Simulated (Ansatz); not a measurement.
# GaH3: the cost of one run

Program: Ansatz 0.2.0. Level of theory: RKS PBE-D4/def2-SVP. These are calculated values, not measurements.

## 1. The starting structure

Bond lengths: Ga1–H2 1.570 Å, Ga1–H3 1.570 Å, Ga1–H4 1.570 Å. Angles: H2–Ga1–H3 120.0°, H2–Ga1–H4 120.0°, H3–Ga1–H4 120.0°.

Coordinates:

```xyz
4

Ga    0.0000    0.0000    0.0000
H     0.0000    0.0000    1.5700
H     1.3596    0.0000   -0.7850
H    -1.3596    0.0000   -0.7850
```

## 2. Preparing the start

File input.yaml:

```yaml
crystal:
  periodic: [false, false, false]
  atoms:
    - { symbol: Ga, position_ang: [0.0, 0.0, 0.0] }
    - { symbol: H, position_ang: [0.0, 0.0, 1.57] }
    - { symbol: H, position_ang: [1.3596, 0.0, -0.785] }
    - { symbol: H, position_ang: [-1.3596, 0.0, -0.785] }
basis:
  gaussian: { orbitals: def2-SVP }
hamiltonian:
  xc: pbe
  dispersion: d4
relax:
  f_tol: 0.02
  max_steps: 40
output:
  orbitals: {}
```

Started as:

```
ansatz run input.yaml --threads 1 --pin off --max-ram 2048MiB --backend cpu --events-out ev --progress --plain --runs-dir out
```

Q: Estimate wall time and peak memory on 1 thread of Arm Neoverse V2, shared host.

About 2 s, with a peak of 0.089 GiB.
